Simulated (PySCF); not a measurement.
# HfOF₂: relaxation and vibrations of the singlet

Aim: relax HfOF₂ as a singlet from a trigonal planar start, check by its vibrations whether the end is a minimum, and collect its spectrum and constants.

Computed with PySCF 2.14.0. Level: PBE0, basis Hf def2-TZVP with ECP60, O def2-TZVP, F def2-TZVP, scalar-relativistic core potentials, no spin–orbit coupling, density fitting.

**1. The system as given**

4 atoms, charge 0, spin multiplicity 1.

Bond lengths: Hf1–O2 1.850 Å, Hf1–F3 2.160 Å, Hf1–F4 2.160 Å. Angles: O2–Hf1–F3 120.0°, O2–Hf1–F4 120.0°, F3–Hf1–F4 120.0°.

```xyz
4
charge 0 multiplicity 1
Hf    0.0489    0.0000    0.0000
O     1.8989    0.0000    0.0000
F    -1.0311    1.8706    0.0000
F    -1.0311   -1.8706    0.0000
```

**2. The SCF at the typed geometry**

The steps below are one call of a driver around PySCF. For each, scf.py gives the equivalent set-up of the SCF; relaxations use the driver's own optimiser. After this first run the driver tries any further starts and a stability analysis.

Contents of scf.py:

```python
from pyscf import gto, scf, dft
mol = gto.M(atom='''
Hf     0.048930     0.000000     0.000000
O      1.898890    -0.000020     0.000000
F     -1.031080     1.870610     0.000000
F     -1.031050    -1.870610     0.000000''',
    basis={'Hf': 'def2-TZVP', 'O': 'def2-TZVP', 'F': 'def2-TZVP'},
    ecp={'Hf': 'def2-TZVP'},
    charge=0, spin=0)
mf = dft.RKS(mol, xc='PBE0')
mf.grids.atom_grid = (50, 194)
aux = {'Hf': 'def2-universal-JKFIT', 'O': 'def2-universal-JKFIT', 'F': 'def2-universal-JKFIT'}
mf = mf.density_fit(auxbasis=aux)
mf.conv_tol = 1e-08
mf.diis_space = 10
mf.max_cycle = 60
mf.init_guess = 'minao'
mf.verbose = 4
mf.kernel()
```

On the command line:

```sh
$ OMP_NUM_THREADS=4 python axn.py task.json out
```

After this run come: Trigonal planar start, singlet: relaxation; Frequencies; Following the imaginary mode; Vibrations and properties at this point.

**Question.** What will these runs give? Wanted: minimum; geometry; wavenumbers; dipole moment; highest occupied, lowest empty level; polar-tensor charge of Hf1; zero-point energy; atomisation energy.

The runs gave:

| quantity | value |
| --- | --- |
| minimum | singlet, Cs |
| geometry | Hf–F 1.928 Å (×2), Hf–O 1.754 Å; F–Hf–F 116.9°, F–Hf–O 110.8° (×2) |
| wavenumbers (cm⁻¹) | 107 (a'), 180 (a'), 240 (a''), 621 (a''), 625 (a'), 945 (a') |
| dipole moment | 5.20 D |
| highest occupied, lowest empty level | -8.54, -3.41 eV |
| polar-tensor charge of Hf1 | +2.44 e |
| zero-point energy | 16.3 kJ/mol |
| entropy at 298.15 K | 320.2 J/(mol K) |
| atomisation energy (no zero-point energy) | 1941 kJ/mol |

What this shows: The trigonal planar start (C2v) ends in a minimum of Cs symmetry, after a stop at a saddle point 6.9 kJ/mol higher, from which it was pushed off along an imaginary mode. The strongest infrared band lies at 621 cm⁻¹ (a'', stretch). With 5.2 D the molecule is strongly polar. Other starts or spin states, not run here, may lie lower. With an element this heavy the missing spin–orbit coupling can shift these numbers.
